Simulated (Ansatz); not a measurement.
Here is an Ansatz input file for FI (charge +1). Write the same calculation for the Python package.

```yaml
crystal:
  periodic: [false, false, false]
  atoms:
    - { symbol: I, position_ang: [0.0, 0.0, 0.0] }
    - { symbol: F, position_ang: [0.0, 0.0, 2.025] }
basis:
  gaussian: { orbitals: def2-SVP }
hamiltonian:
  xc: { name: wB97X-V }
magnetization:
  spin_polarized: true
  initial_magnetization: 1.0
total_charge: 1.0
output:
  forces: true
```

Launched from the shell:
```console
$ ansatz run input.yaml --threads 1 --pin off --max-ram 4096MiB --backend cpu --events-out ev --progress --plain --runs-dir out
Engine: ansatz 0.2.0, aarch64-unknown-linux-gnu
Functional definition: wB97X-V
  parameter omega = 0.3/bohr
  parameter cx = 0.167
  parameter cx1 = 0.603
  parameter cx2 = 1.194
  parameter css0 = 0.556
  parameter css1 = -0.257
  parameter cos0 = 1.219
  parameter cos1 = -1.850
  parameter b = 6.0
  parameter c = 0.01
  exchange = spin_sum(e_x_unif_sr(omega)*poly(b97_u_x, 1 - cx, cx1, cx2)) + cx*exact_x_sr(omega) + exact_x_lr(omega)
  correlation = spin_sum(e_c_pw_same_spin*poly(b97_u_same, css0, css1))
      + integral(e_c_pw_opposite_spin*poly(b97_u_opposite, cos0, cos1)) + vv10(b, c)
462 factors; integrals over basis functions are off by at most 3.1e-4 eV
87 factors; integrals over basis functions are off by at most 2.4e-5 eV
mean field evaluation 1: about -10791.2333 eV, gradient 5.2e1 eV
mean field evaluation 2: about -10746.8972 eV, gradient 1.1e2 eV
mean field evaluation 4: about -10801.6968 eV, gradient 1.6e0 eV
mean field evaluation 8: about -10801.7313 eV, gradient 2.1e-1 eV
mean field evaluation 16: about -10801.7328 eV, gradient 7.4e-4 eV
mean field -10801.73278200 eV, -396.9563580609 hartree, gradient 9.7e-6 eV, S^2 0.752350; 1 other end points of the search recorded, 0 dependent functions left out
the calculation of the forces begins
reference -10801.73278134 eV, -396.9563580367 hartree; 17, 16 occupied and 23, 24 virtual orbitals, 462 factors
Total energy: -10801.73278134 eV, -396.9563580367 hartree
Atom 0 at     0.000000     0.000000     0.000000 Å, force    -0.000000    -0.000000     3.427828 eV/Å
Atom 1 at     0.000000     0.000000     2.025000 Å, force     0.000000     0.000000    -3.427828 eV/Å
Dipole moment:    -0.000000     0.000000    -0.580724 e Å
```

Script `fi.py`:
```python
'''Electronic structure of the FI(+) molecule.'''

import json

import ansatz as az
import numpy as np

GEOMETRY = '''
I     0.00000    0.00000    0.00000
F     0.00000    0.00000    2.02500
'''

system = az.Crystal.molecule()
for line in GEOMETRY.strip().splitlines():
    symbol, *xyz = line.split()
    system = system.atom(symbol, [float(v) for v in xyz])

calc = (
    system.calculation()
    .basis(gaussian='def2-SVP')
    .functional(az.LibraryFunctional('wB97X-V'))
    .charge(1)
    .spin('collinear', total=1)
    .forces()
)
out = calc.run()
report = out.report

print(f'E = {report["free_energy_ev"]:.6f} eV = {report["free_energy_ev"] / 27.211386246:.7f} Ha')
print('converged:', report['converged'], ' doubts:', report['published_state_doubts'] or 'none')

field = report['mean_field']
print('<S^2> =', round(abs(field['state']['spin_squared']), 4), ' all-electron relativity setting:', field['relativity'])
print('passes:', field['passes'])
if 'symmetry' in field:
    print('occupied orbitals by irrep:', field['symmetry']['occupied'])

symbols = [site.symbol for site in system.cartesian_sites]
print('forces (eV/A)')
for symbol, f in zip(symbols, report['forces_ev_ang']):
    print(f'  {symbol:2s} {f[0]:9.4f} {f[1]:9.4f} {f[2]:9.4f}')

charges = report['charge_distribution']
print('dipole moment', round(4.803205 * float(np.linalg.norm(charges['dipole_moment_e_ang'])), 3), 'D')
print('Mulliken:', [(s, round(q, 3)) for s, q in zip(symbols, charges['mulliken_charges_e'])])
with open('fi.json', 'w') as handle:
    json.dump({k: report[k] for k in ('free_energy_ev', 'reference_energy_ev', 'n_occupied', 'n_virtual')}, handle, indent=1)
```

Output of `python fi.py`:
```text
E = -10801.732781 eV = -396.9563580 Ha
converged: True  doubts: none
<S^2> = 0.7523  all-electron relativity setting: none
passes: {'evaluations': 23, 'products': 27}
occupied orbitals by irrep: [{'A1': 8, 'A2': 1, 'B1': 4, 'B2': 4}, {'A1': 8, 'A2': 1, 'B1': 4, 'B2': 3}]
forces (eV/A)
  I    -0.0000   -0.0000    3.4278
  F     0.0000    0.0000   -3.4278
dipole moment 2.789 D
Mulliken: [('I', 1.216), ('F', -0.216)]
```

Total energies depend on the basis set; only differences at equal settings carry meaning. The geometry is a force-field or estimated start, not a minimum of this method, and the basis set is short of its limit. def2 sets replace the cores of elements past krypton by effective core potentials. The run takes the species as open-shell (spin multiplicity 2), which needn't be its ground state. An ion's dipole depends on the origin; the program takes it about the centre of nuclear charge. The spin state was assumed, and another may lie lower. The whole script took 6.1 s on 1 thread of Arm Neoverse V2, with other jobs on the host, peak memory 0.22 GiB.

(Lines on the test bed's own set-up are left out of the output.)
